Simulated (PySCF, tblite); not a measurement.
# C₆H₁₀B₂S: geometry, infrared bands and NMR shifts

What infrared bands and NMR shifts should C₆H₁₀B₂S (`BCc1cc(BC)cs1`) show?

Computed with tblite 0.8.0 and PySCF 2.14.0, with density-fitted response routines of our own, on a single molecule in the gas phase. Atoms are numbered from 0 throughout.

### Step 1. The molecule as given

19 atoms, charge 0, multiplicity 1; geometry from: force field or distance geometry start.

Bonds of the start (Å): B0–C1 1.60, C1–C2 1.50, C2–C3 1.38, C3–C4 1.35, C4–B5 1.59, B5–C6 1.58, C4–C7 1.36, C7–S8 1.88, S8–C2 1.86, B0–H9 1.19, B0–H10 1.19, C1–H11 1.10, C1–H12 1.10, C3–H13 1.10, B5–H14 1.17, C6–H15 1.10, C6–H16 1.11, C6–H17 1.11, C7–H18 1.10.

### Step 2. Relaxing the molecule with GFN2-xTB

The job: settings as JSON, then the geometry in Å.

```
{"job": {"kind": "relax", "xc": "GFN2-xTB", "basis": "xTB"}, "charge": 0, "multiplicity": 1}
B      3.376600     0.055500    -1.027500
C      2.510800     0.798100     0.095900
C      1.272900    -0.008200     0.333800
C      0.075100     0.171900    -0.335500
C     -0.924600    -0.658400     0.032700
B     -2.368900    -0.595900    -0.639400
C     -3.320900     0.548500    -0.112500
C     -0.637300    -1.567800     1.008000
S      1.147300    -1.383500     1.573600
H      3.898700    -0.953300    -0.665900
H      4.023100     0.773600    -1.725000
H      3.065600     0.941100     1.038600
H      2.230600     1.787500    -0.292900
H     -0.023800     0.944100    -1.106800
H     -2.516700    -1.025000    -1.718100
H     -4.152300     0.803000    -0.782800
H     -2.676900     1.446700     0.012700
H     -3.652900     0.239300     0.905600
H     -1.336300    -2.308000     1.413300
```

Started as:

```bash
$ OMP_NUM_THREADS=1 python probes_run.py task.json out
```

The driver reads the jobs from task.json and runs them one after another.

**Question.** This job is followed by: GFN2-xTB harmonic vibrations, gas phase; GIAO PBE0/pcSseg-1 NMR shielding, non-relativistic, gas phase. Predict these results of the whole session: strongest single infrared mode (GFN2-xTB); zero-point energy (GFN2-xTB); ¹³C shifts against TMS (PBE0/pcSseg-1); ¹H shifts against TMS (PBE0/pcSseg-1, means over atoms taken as alike); ¹¹B shifts against BF3·OEt2 (PBE0/pcSseg-1); ³³S shifts against CS2 (PBE0/pcSseg-1); surface potential, 1st and 99th percentile.

As calculated:

| quantity | value |
| --- | --- |
| strongest single infrared mode (GFN2-xTB) | 1450 cm⁻¹, 309 km/mol |
| zero-point energy (GFN2-xTB) | 88.3 kcal/mol |
| ¹³C shifts against TMS (PBE0/pcSseg-1) | 157.2, 156.9, 153.5, 132.6, 39.3, 11.6 ppm |
| ¹H shifts against TMS (PBE0/pcSseg-1, means over atoms taken as alike) | 7.97, 7.88, 7.45, 7.13, 3.39, 1.20 ppm |
| ¹¹B shifts against BF3·OEt2 (PBE0/pcSseg-1) | 90.8, 68.0 ppm |
| ³³S shifts against CS2 (PBE0/pcSseg-1) | 259 ppm |
| surface potential, 1st and 99th percentile | -0.65 V and 1.56 V |

What this shows: Over 162 steps the energy fell by 1.316 eV; of the close pairs, C7–S8 changed most, 1.881 to 1.713 Å. The lowest mode is slightly imaginary (20i cm⁻¹), a soft motion within the noise of the Hessian, so the minimum is not strictly shown. The strongest single mode, at 1450 cm⁻¹, moves mainly C4 and C7. Unscaled tight-binding wavenumbers are off by several per cent, some by more. Its intensities can rank the bands wrongly. At PBE0/pcSseg-1: The widest tensor belongs to S8: span 269 ppm, with a paramagnetic part of -814 ppm. NICS(1)zz of -23 ppm above the planar ring from C2 marks a diatropic (aromatic) ring current. By nearest atom (PBE0/pcSseg-1), the HOMO sits on C2, C7 about 26 % each; C3 16 % and the LUMO on B0 44 %; H9, H10 about 13 % each.
